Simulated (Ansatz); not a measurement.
**ZrO (triplet): from Hartree-Fock to the top rungs, def2-TZVPP**

The task here is to estimate one member of a computed series from the others.

Program: Ansatz 0.2.0, Gaussian basis. Level of theory: def2-TZVPP, core rule «outside noble gas», up to 5 orbitals frozen. These are calculated values, not measurements.

The runs, in order: UHF; ROHF; CCSD(T) on UHF.

2 further runs of the same task are left out: 2 set aside as unsound or not needed.

## The system

The geometry is a PBE0/def2-TZVP stationary point (not a proven minimum) of the parent state, kept for this charge and spin. No spin-orbit coupling is included. Elements past krypton take def2 core potentials.

2 atoms, charge 0, spin multiplicity 3.

Atoms are counted from 1 here; the program's logs count them from 0.

Bond lengths: Zr1–O2 1.704 Å.

Set-up of the first run:

Input file in.yaml:

```yaml
crystal:
  periodic: [false, false, false]
  atoms:
    - {symbol: Zr, position_ang: [0.000000, 0.000000, 0.000000]}
    - {symbol: O, position_ang: [0.000000, 0.000000, 1.703661]}
basis:
  gaussian: {orbitals: def2-TZVPP}
magnetization: {spin_polarized: true, initial_magnetization: 2}
hamiltonian: {xc: hf}
output: {orbitals: {seedname: orbitals}}
```

On the command line:

```
> ansatz run in.yaml --threads 1 --pin off --events-out ev --progress --plain --max-ram 4096MiB --backend cpu
```

Steps of the session up to this table: UHF; ROHF; CCSD(T) on UHF.

One table of the session follows, with a row left open; its other results are not shown here.

It belongs to the step «Misses and costs». 

```
  method  from UCCSD(T) (kJ/mol)
    ROHF                       ?
     UHF                  +876.2
    UMP2                    +9.4
   UCCSD                   +52.4
UCCSD(T)                       0
```

Estimate the missing values for ROHF.

The run gave: from UCCSD(T) (kJ/mol): +886.7. In the column «from UCCSD(T) (kJ/mol)» it is the highest.
